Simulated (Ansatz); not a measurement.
Predict the output of the script below (Ansatz 0.2.0 through its Python package).

The script, `ecut_sraso3.py`:
```python
'''Convergence of SrAsO3 with the plane-wave cutoff.'''

import warnings

import ansatz as az

warnings.simplefilter('ignore', az.DeckWarning)

cell = (
    az.Lattice.of((3.974879, 0.0, 0.0), (0.0, 3.974879, 0.0), (0.0, 0.0, 3.974879))
    .atom('Sr', (0.0, 0.0, 0.0))
    .atom('As', (0.5, 0.5, 0.5))
    .atom('O', (0.5, 0.5, 0.0))
    .atom('O', (0.5, 0.0, 0.5))
    .atom('O', (0.0, 0.5, 0.5))
)

model = (
    cell.calculation()
    .functional('r2scan', dispersion='d3bj')
    .kpoints(mesh=(5, 5, 5), center='monkhorst-pack')
    .occupations(az.OccupationsMethod.GAUSSIAN, width=0.1)
    .mixing('anderson', beta=0.3)
    .scf(tolerance=1e-07)
)

rows = []
for value in [250, 300, 350, 400]:
    data = model.basis(value).run(threads=1, pin='off').report
    rows.append((value, data['free_energy_ev'] / len(data['lattice']['sites']), data['n_iterations'], data['n_pw']))

print(' cutoff (eV)   F/atom (eV)    iterations   plane waves')
for row in rows:
    print(f'{str(row[0]):>12s}  {row[1]:12.5f}  {row[2]:12d}  {row[3]:12d}')

# differences from the last row
for row in rows[:-1]:
    shift = 1000 * (row[1] - rows[-1][1])
    print(f'{row[0]}: {shift:+.2f} meV/atom' + ('  (within 5 meV)' if abs(shift) < 5 else ''))
```

Output of `python ecut_sraso3.py`:
```text
 cutoff (eV)   F/atom (eV)    iterations   plane waves
         250   -2024.48478            10           587
         300   -2025.36039             9           739
         350   -2025.57567             9           925
         400   -2025.61742             9          1189
250: +1132.64 meV/atom
300: +257.03 meV/atom
350: +41.75 meV/atom
```

The cell holds an odd number of electrons and is run without spin, so a magnetic state may lie lower. The dispersion term runs with damping parameters of another functional. Dispersion corrections can be off by several per cent in the lattices of metals, and by several GPa in the pressure at a fixed cell. For a metal this k-point mesh is coarse: on a finer one energies can move by several to tens of meV an atom and pressures by half a GPa or more, differences at one mesh by less. The structure comes from a database of computed cells and needn't be a stable or known phase. Shifts are counted from the last row, which is itself no proven limit. The script silences the warnings on its input, which a real study should read. Run time: 8.2 s on 1 thread of Arm Neoverse V1, on a shared host, peak memory 0.41 GiB.
